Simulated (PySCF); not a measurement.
# Mo, Mo⁺, Mo²⁺, Mo³⁺: ionisation energies in x2c-TZVPPall

Each state of molybdenum is computed at each level; their differences give the ionisation energy. How far do the methods differ?

Method: unrestricted determinants in a Gaussian basis, no spin-orbit coupling in the energies. Code: PySCF 2.14.0.

## 1. What is computed

- Element: molybdenum (Z = 42)
- Basis: x2c-TZVPPall (8s6p6d2f1g, 79 functions)
- Hamiltonian: the spin-free X2C one-electron Hamiltonian (Gaussian nucleus)
- State 1: Mo: [Kr] 4d5 5s1, high-spin 7S determinant
- State 2: Mo⁺: [Kr] 4d5, high-spin 6S determinant
- State 3: Mo²⁺: [Kr] 4d4, high-spin 5D determinant
- State 4: Mo³⁺: [Kr] 4d3, high-spin 4F determinant
- Methods: CCSD(T)
- Core shells frozen in the correlated runs: valence and next inner shell: [Ar] 3d10 (for Mo)

Outer shells as boxes (Hund's rule):

Mo [Kr] 4d5 5s1
```
[Kr] core
4d [↑ ][↑ ][↑ ][↑ ][↑ ]
5s [↑ ]
```

Mo+ [Kr] 4d5
```
[Kr] core
4d [↑ ][↑ ][↑ ][↑ ][↑ ]
```

Mo2+ [Kr] 4d4
```
[Kr] core
4d [↑ ][↑ ][↑ ][↑ ][  ]
```

Mo3+ [Kr] 4d3
```
[Kr] core
4d [↑ ][↑ ][↑ ][  ][  ]
```

The runs were made by one driver on top of PySCF. The scripts below sum up each run's settings (the driver also hands on starting orbitals that pick excited configurations, and frozen orbitals as a list rather than a count), and the logs come from the driver's own runs. The driver starts from symmetry-adapted Hartree-Fock orbitals, holds the occupation by maximum overlap and uses a logarithmic radial grid for functionals, so a plain start would take other cycles.

The integrals over 79 functions and the set-up took 2.1 s of CPU time.

## 2. Mo, at CCSD(T) (valence and next inner shell)

**CCSD(T) (valence and next inner shell)**

input.py reads:

```python
from pyscf import gto, scf, dft, mp, cc
import basis_set_exchange as bse
mol = gto.M(atom="Mo 0 0 0", charge=0, spin=6, symmetry="D2h",
            basis=gto.basis.parse(bse.get_basis("x2c-TZVPPall", elements=["Mo"], fmt="nwchem")),
            nucmod="G")
mf = scf.UHF(mol).sfx2c1e()
mf.irrep_nelec = {'Ag': (9, 6), 'B1g': (2, 1), 'B2g': (2, 1), 'B3g': (2, 1), 'B1u': (3, 3), 'B2u': (3, 3), 'B3u': (3, 3)}
mf.kernel()
mycc = cc.CCSD(mf, frozen=14).run()
mycc.ccsd_t()
```

What it wrote:

```text
CC2 = 0
CCSD nocc = (np.int64(10), np.int64(4)), nmo = (65, 65)
frozen orbitals [[0, 1, 2, 3, 4, 5, 6, 7, 8, 9, 10, 11, 12, 13], [0, 1, 2, 3, 4, 5, 6, 7, 8, 9, 10, 11, 12, 13]]
max_cycle = 100
direct = 0
conv_tol = 1e-08
conv_tol_normt = 1e-06
diis_space = 8
diis_start_cycle = 0
Init t2, MP2 energy = -0.361862821842171
Init E_corr(UCCSD) = -0.361862821885945
cycle = 1  E_corr(UCCSD) = -0.358580539141234  dE = 0.00328228274  norm(t1,t2) = 0.0486661
cycle = 2  E_corr(UCCSD) = -0.363372527069715  dE = -0.00479198793  norm(t1,t2) = 0.0130505
cycle = 3  E_corr(UCCSD) = -0.363817353295994  dE = -0.000444826226  norm(t1,t2) = 0.00660321
cycle = 4  E_corr(UCCSD) = -0.364077418165739  dE = -0.00026006487  norm(t1,t2) = 0.00174538
cycle = 5  E_corr(UCCSD) = -0.3640336724408  dE = 4.37457249e-05  norm(t1,t2) = 0.000350385
cycle = 6  E_corr(UCCSD) = -0.36401589369654  dE = 1.77787443e-05  norm(t1,t2) = 7.97841e-05
cycle = 7  E_corr(UCCSD) = -0.364018145940577  dE = -2.25224404e-06  norm(t1,t2) = 2.21795e-05
cycle = 8  E_corr(UCCSD) = -0.364018425050789  dE = -2.79110213e-07  norm(t1,t2) = 4.41693e-06
cycle = 9  E_corr(UCCSD) = -0.364018301675774  dE = 1.23375015e-07  norm(t1,t2) = 1.28003e-06
cycle = 10  E_corr(UCCSD) = -0.36401830045667  dE = 1.21910321e-09  norm(t1,t2) = 1.5651e-07
UCCSD converged
E(UCCSD) = -4046.557039355595  E_corr = -0.3640183004566704
UCCSD(T) correction = -0.0105747030053466
```

It used 18 s of CPU time after the integrals (shared host).

CCSD correlation -0.36402 hartree, triples -0.01057; total -4046.567614. T1 = 0.011, largest double amplitude 0.024.

## 3. Mo⁺: CCSD(T) (valence and next inner shell)

**CCSD(T) (valence and next inner shell)**

input.py reads:

```python
from pyscf import gto, scf, dft, mp, cc
import basis_set_exchange as bse
mol = gto.M(atom="Mo 0 0 0", charge=1, spin=5, symmetry="D2h",
            basis=gto.basis.parse(bse.get_basis("x2c-TZVPPall", elements=["Mo"], fmt="nwchem")),
            nucmod="G")
mf = scf.UHF(mol).sfx2c1e()
mf.irrep_nelec = {'Ag': (8, 6), 'B1g': (2, 1), 'B2g': (2, 1), 'B3g': (2, 1), 'B1u': (3, 3), 'B2u': (3, 3), 'B3u': (3, 3)}
mf.kernel()
mycc = cc.CCSD(mf, frozen=14).run()
mycc.ccsd_t()
```

What it wrote:

```text
CC2 = 0
CCSD nocc = (np.int64(9), np.int64(4)), nmo = (65, 65)
frozen orbitals [[0, 1, 2, 3, 4, 5, 6, 7, 8, 9, 10, 11, 12, 13], [0, 1, 2, 3, 4, 5, 6, 7, 8, 9, 10, 11, 12, 13]]
max_cycle = 100
direct = 0
conv_tol = 1e-08
conv_tol_normt = 1e-06
diis_space = 8
diis_start_cycle = 0
Init t2, MP2 energy = -0.331113007274436
Init E_corr(UCCSD) = -0.331113007282646
cycle = 1  E_corr(UCCSD) = -0.333622303369654  dE = -0.00250929609  norm(t1,t2) = 0.0296873
cycle = 2  E_corr(UCCSD) = -0.33691613183663  dE = -0.00329382847  norm(t1,t2) = 0.0064521
cycle = 3  E_corr(UCCSD) = -0.337297331715045  dE = -0.000381199878  norm(t1,t2) = 0.00244436
cycle = 4  E_corr(UCCSD) = -0.337418094594362  dE = -0.000120762879  norm(t1,t2) = 0.000593172
cycle = 5  E_corr(UCCSD) = -0.337397685853247  dE = 2.04087411e-05  norm(t1,t2) = 0.000149595
cycle = 6  E_corr(UCCSD) = -0.337394623373275  dE = 3.06247997e-06  norm(t1,t2) = 1.52457e-05
cycle = 7  E_corr(UCCSD) = -0.337395223533  dE = -6.00159725e-07  norm(t1,t2) = 4.83307e-06
cycle = 8  E_corr(UCCSD) = -0.337395328112177  dE = -1.04579177e-07  norm(t1,t2) = 7.49803e-07
cycle = 9  E_corr(UCCSD) = -0.337395299268202  dE = 2.88439749e-08  norm(t1,t2) = 2.16901e-07
cycle = 10  E_corr(UCCSD) = -0.337395299642435  dE = -3.742327e-10  norm(t1,t2) = 3.30901e-08
UCCSD converged
E(UCCSD) = -4046.300533549953  E_corr = -0.3373952996424349
UCCSD(T) correction = -0.00830371637426476
```

CPU time 15 s on a shared host, the integrals not counted.

CCSD correlation -0.33740 hartree, triples -0.00830; total -4046.308837. T1 = 0.004, largest double amplitude 0.025.

## 4. Mo²⁺: CCSD(T) (valence and next inner shell)

**CCSD(T) (valence and next inner shell)**

input.py reads:

```python
from pyscf import gto, scf, dft, mp, cc
import basis_set_exchange as bse
mol = gto.M(atom="Mo 0 0 0", charge=2, spin=4, symmetry="D2h",
            basis=gto.basis.parse(bse.get_basis("x2c-TZVPPall", elements=["Mo"], fmt="nwchem")),
            nucmod="G")
mf = scf.UHF(mol).sfx2c1e()
mf.irrep_nelec = {'Ag': (7, 6), 'B1g': (2, 1), 'B2g': (2, 1), 'B3g': (2, 1), 'B1u': (3, 3), 'B2u': (3, 3), 'B3u': (3, 3)}
mf.kernel()
mycc = cc.CCSD(mf, frozen=14).run()
mycc.ccsd_t()
```

What it wrote:

```text
CC2 = 0
CCSD nocc = (np.int64(8), np.int64(4)), nmo = (65, 65)
frozen orbitals [[0, 1, 2, 3, 4, 5, 6, 7, 8, 9, 10, 11, 12, 13], [0, 1, 2, 3, 4, 5, 6, 7, 8, 9, 10, 11, 12, 13]]
max_cycle = 100
direct = 0
conv_tol = 1e-08
conv_tol_normt = 1e-06
diis_space = 8
diis_start_cycle = 0
Init t2, MP2 energy = -0.292282929873949
Init E_corr(UCCSD) = -0.292282929874038
cycle = 1  E_corr(UCCSD) = -0.301946169317618  dE = -0.00966323944  norm(t1,t2) = 0.0250952
cycle = 2  E_corr(UCCSD) = -0.304719164545242  dE = -0.00277299523  norm(t1,t2) = 0.0055572
cycle = 3  E_corr(UCCSD) = -0.305308249958311  dE = -0.000589085413  norm(t1,t2) = 0.001854
cycle = 4  E_corr(UCCSD) = -0.305333159560214  dE = -2.49096019e-05  norm(t1,t2) = 0.00063098
cycle = 5  E_corr(UCCSD) = -0.305305918331272  dE = 2.72412289e-05  norm(t1,t2) = 0.000427006
cycle = 6  E_corr(UCCSD) = -0.305316854591699  dE = -1.09362604e-05  norm(t1,t2) = 0.000149311
cycle = 7  E_corr(UCCSD) = -0.305317704760005  dE = -8.50168306e-07  norm(t1,t2) = 2.18518e-05
cycle = 8  E_corr(UCCSD) = -0.305317212973078  dE = 4.91786927e-07  norm(t1,t2) = 5.31231e-06
cycle = 9  E_corr(UCCSD) = -0.305317261869793  dE = -4.88967144e-08  norm(t1,t2) = 1.20166e-06
cycle = 10  E_corr(UCCSD) = -0.305317273831026  dE = -1.19612333e-08  norm(t1,t2) = 2.17889e-07
cycle = 11  E_corr(UCCSD) = -0.305317269336779  dE = 4.49424753e-09  norm(t1,t2) = 4.69414e-08
UCCSD converged
E(UCCSD) = -4045.714171191365  E_corr = -0.3053172693367786
UCCSD(T) correction = -0.00645930704425452
```

It used 13 s of CPU time after the integrals (shared host).

CCSD correlation -0.30532 hartree, triples -0.00646; total -4045.720630. T1 = 0.004, largest double amplitude 0.022.

## 5. Mo³⁺: CCSD(T) (valence and next inner shell)

**CCSD(T) (valence and next inner shell)**

input.py reads:

```python
from pyscf import gto, scf, dft, mp, cc
import basis_set_exchange as bse
mol = gto.M(atom="Mo 0 0 0", charge=3, spin=3, symmetry="D2h",
            basis=gto.basis.parse(bse.get_basis("x2c-TZVPPall", elements=["Mo"], fmt="nwchem")),
            nucmod="G")
mf = scf.UHF(mol).sfx2c1e()
mf.irrep_nelec = {'Ag': (6, 6), 'B1g': (2, 1), 'B2g': (2, 1), 'B3g': (2, 1), 'B1u': (3, 3), 'B2u': (3, 3), 'B3u': (3, 3)}
mf.kernel()
mycc = cc.CCSD(mf, frozen=14).run()
mycc.ccsd_t()
```

What it wrote:

```text
CC2 = 0
CCSD nocc = (np.int64(7), np.int64(4)), nmo = (65, 65)
frozen orbitals [[0, 1, 2, 3, 4, 5, 6, 7, 8, 9, 10, 11, 12, 13], [0, 1, 2, 3, 4, 5, 6, 7, 8, 9, 10, 11, 12, 13]]
max_cycle = 100
direct = 0
conv_tol = 1e-08
conv_tol_normt = 1e-06
diis_space = 8
diis_start_cycle = 0
Init t2, MP2 energy = -0.254810802916867
Init E_corr(UCCSD) = -0.254810802917527
cycle = 1  E_corr(UCCSD) = -0.26964699457769  dE = -0.0148361917  norm(t1,t2) = 0.0244492
cycle = 2  E_corr(UCCSD) = -0.272446793550562  dE = -0.00279979897  norm(t1,t2) = 0.00548878
cycle = 3  E_corr(UCCSD) = -0.273163522440216  dE = -0.00071672889  norm(t1,t2) = 0.0015414
cycle = 4  E_corr(UCCSD) = -0.273156769024253  dE = 6.75341596e-06  norm(t1,t2) = 0.000124998
cycle = 5  E_corr(UCCSD) = -0.273151345450142  dE = 5.42357411e-06  norm(t1,t2) = 2.63983e-05
cycle = 6  E_corr(UCCSD) = -0.273151737000888  dE = -3.91550745e-07  norm(t1,t2) = 4.00381e-06
cycle = 7  E_corr(UCCSD) = -0.273151759208997  dE = -2.22081094e-08  norm(t1,t2) = 6.7443e-07
cycle = 8  E_corr(UCCSD) = -0.273151748177777  dE = 1.10312199e-08  norm(t1,t2) = 1.60413e-07
cycle = 9  E_corr(UCCSD) = -0.273151748240429  dE = -6.26521057e-11  norm(t1,t2) = 2.8546e-08
UCCSD converged
E(UCCSD) = -4044.723517951147  E_corr = -0.2731517482404292
UCCSD(T) correction = -0.00511515634058004
```

CPU time 11 s on a shared host, the integrals not counted.

CCSD correlation -0.27315 hartree, triples -0.00512; total -4044.728633. T1 = 0.003, largest double amplitude 0.032.

## 6. The energy differences

Ionisation energy: Mo [Kr] 4d5 5s1 (7S) → Mo⁺ [Kr] 4d5 (6S).

| method | value (eV) | error (eV) |
| --- | --- | --- |
| UHF | 6.255 | -0.837 |
| MP2 (valence and next inner shell) | 7.092 | -0.000 |
| SCS-MP2 (valence and next inner shell) | 6.711 | -0.382 |
| CCSD (valence and next inner shell) | 6.980 | -0.113 |
| CCSD(T) (valence and next inner shell) | 7.042 | -0.051 |

Reference: 7.092 eV (measured; NIST levels, between the centres of gravity of the two terms). Errors of the correlated levels include the incompleteness of this basis.

Ionisation energy: Mo⁺ [Kr] 4d5 (6S) → Mo²⁺ [Kr] 4d4 (5D).

| method | value (eV) | less the reference (eV) |
| --- | --- | --- |
| UHF | 15.083 | -1.077 |
| MP2 (valence and next inner shell) | 16.139 | -0.021 |
| SCS-MP2 (valence and next inner shell) | 15.718 | -0.442 |
| CCSD (valence and next inner shell) | 15.956 | -0.204 |
| CCSD(T) (valence and next inner shell) | 16.006 | -0.154 |

Reference: 16.16 ± 0.12 eV (semi-empirical (NIST evaluation); NIST Atomic Spectra Database, ionization energies). The reference lies between the lowest fine-structure levels, while these numbers refer to the centres of the terms. Errors of the correlated levels include the incompleteness of this basis.

Ionisation energy: Mo²⁺ [Kr] 4d4 (5D) → Mo³⁺ [Kr] 4d3 (4F).

| method | value (eV) | less the reference (eV) |
| --- | --- | --- |
| UHF | 26.082 | -1.048 |
| MP2 (valence and next inner shell) | 27.101 | -0.029 |
| SCS-MP2 (valence and next inner shell) | 26.769 | -0.361 |
| CCSD (valence and next inner shell) | 26.957 | -0.173 |
| CCSD(T) (valence and next inner shell) | 26.994 | -0.136 |

Reference: 27.13 ± 0.12 eV (semi-empirical (NIST evaluation); NIST Atomic Spectra Database, ionization energies). The reference lies between the lowest fine-structure levels, while these numbers refer to the centres of the terms. Errors of the correlated levels include the incompleteness of this basis.

The runs at UHF, MP2 (valence and next inner shell) are not shown; their differences are listed all the same.

## 7. Outcome

| quantity | value |
| --- | --- |
| ionisation energy, Mo | UHF 6.255, CCSD(T) (valence and next inner shell) 7.042 eV; reference 7.092 |
| ionisation energy, Mo⁺ | UHF 15.083, CCSD(T) (valence and next inner shell) 16.006 eV; reference 16.16 ± 0.12 |
| ionisation energy, Mo²⁺ | UHF 26.082, CCSD(T) (valence and next inner shell) 26.994 eV; reference 27.13 ± 0.12 |

Accuracy by level (over 1 difference):

| method | mean absolute miss against the measured value (with the measured fine structure taken into account where it is known) (eV) |
| --- | --- |
| UHF | 0.837 |
| MP2 (valence and next inner shell) | 0.000 |
| SCS-MP2 (valence and next inner shell) | 0.382 |
| CCSD (valence and next inner shell) | 0.113 |
| CCSD(T) (valence and next inner shell) | 0.051 |

MP2 (valence and next inner shell) lands nearest to the measured value (off by 0.00 eV); UHF misses by most (0.84 eV). In a finite basis a lower level can come nearest by cancelling errors. Hartree-Fock falls short because the species with more electrons holds more correlation energy, which it lacks. All values hold for this basis alone; no basis-set limit was taken.
